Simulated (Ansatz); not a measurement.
## GaHI2, SMILES [I][GaH][I]: a ladder of methods at one geometry, step by step

Program: the Python package of Ansatz (0.2.0).

At the Python prompt:
```pycon
>>> import ansatz as az
>>> GEOMETRY = """
... I    -2.36880    0.16300   -0.72860
... Ga    0.07830    0.15450   -0.13410
... I     1.42130   -1.68780    1.09960
... H     0.92460    1.31000   -0.25730
... """
>>> molecule = az.Crystal.molecule()
>>> for line in GEOMETRY.strip().splitlines():
...     symbol, *xyz = line.split()
...     molecule = molecule.atom(symbol, [float(v) for v in xyz])
...
>>> calculation = molecule.calculation().basis(gaussian="def2-SVP")
>>> methods = ["mp2", "ccsd", "ccsd_t"]
>>> reports = [calculation.correlation(m).run(threads=1).report for m in methods]

>>> print(f"Hartree-Fock reference {reports[0]['reference_energy_ev'] / 27.211386246:.6f} Ha")
Hartree-Fock reference -2516.990167 Ha
>>> best = reports[-1]["free_energy_ev"] - reports[-1]["reference_energy_ev"]
>>> for method, each in zip(methods, reports):
...     gained = each["free_energy_ev"] - each["reference_energy_ev"]
...     print(f"{method:8s} total {each['free_energy_ev'] / 27.211386246:.6f} Ha  correlation {gained:9.4f} eV  ({100 * gained / best:.1f} % of the last)")
...
mp2      total -2517.432400 Ha  correlation  -12.0338 eV  (95.2 % of the last)
ccsd     total -2517.441456 Ha  correlation  -12.2802 eV  (97.1 % of the last)
ccsd_t   total -2517.454922 Ha  correlation  -12.6466 eV  (100.0 % of the last)
```

Reading the output:
- These settings explore the input space; basis and method may be short of convergence.
- The geometry is a force-field or estimated start, not a minimum of this method, and the basis set is short of its limit. A lower total doesn't mark the better method: functionals have no common bound, and MP2 and coupled cluster aren't variational.
- def2 sets replace the cores of elements past krypton by effective core potentials.
- Inner cores stay frozen; a filled d shell under the valence of the heavier atoms is correlated with it.
- It ran for 21 s on 1 thread of Arm Neoverse V2 (shared host), peak memory 0.39 GiB.

(Lines on the test bed's own set-up are left out of the output.)
